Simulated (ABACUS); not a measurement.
# Ta3AsAu2O13 in ABACUS: the effect of dispersion

Ta3AsAu2O13:

```
CELL_PARAMETERS angstrom
5.34074 0.00000 0.00000
-2.67037 4.62522 0.00000
0.00000 0.00000 9.38347
ATOMIC_POSITIONS crystal
Ta 0.00000 0.00000 0.19408
Ta 0.00000 0.00000 0.80592
Ta 0.66667 0.33333 0.00000
As 0.00000 0.00000 0.50000
Au 0.33333 0.66667 0.27428
Au 0.33333 0.66667 0.72572
O 0.00000 0.00000 0.00000
O 0.23947 0.97129 0.36402
O 0.02871 0.26818 0.36402
O 0.73182 0.76053 0.36402
O 0.23947 0.97129 0.63598
O 0.02871 0.26818 0.63598
O 0.73182 0.76053 0.63598
O 0.38452 0.33425 0.85844
O 0.66575 0.05026 0.85844
O 0.94974 0.61548 0.85844
O 0.38452 0.33425 0.14156
O 0.66575 0.05026 0.14156
O 0.94974 0.61548 0.14156
```

The cell was built by a generator and needn't be a form met in nature.

The cell isn't the ideal one: volume scaled by 0.94.

Alike in all runs:

```yaml
Program: ABACUS 3.10.1
Task: equation of state
Functional: BLYP
Potentials_or_basis: PseudoDojo NC SR 0.4.1 PBE standard
Cutoff: 1361 eV
Density_cutoff: 5442 eV
Basis: DZP LCAO (the cutoffs set its grid)
k_mesh: 4 × 4 × 2
Occupations: fermi-dirac, width 0.05 eV
Spin: no spin polarisation
```

```csv
dispersion,pressure (GPa),largest force (eV/Å)
none,21.9,1.29
D2,15.0,1.36
D3,?,?
D3(BJ),15.5,1.31
D3(BJ)+ABC,15.9,1.31
```

Question: What does the run with dispersion D3 give?

Answer: Pressure 16.8 GPa; largest force 1.34 eV/Å.

Caveats: the atomic orbitals were generated for these runs and aren't a published set; the potentials were made for another functional, which shifts forces and pressure; the basis of atomic orbitals isn't converged, which shifts pressures, moduli and gaps; pairwise dispersion overbinds metals, which lowers pressure and volume (some runs).

Runs at the PBE level aren't shown here.
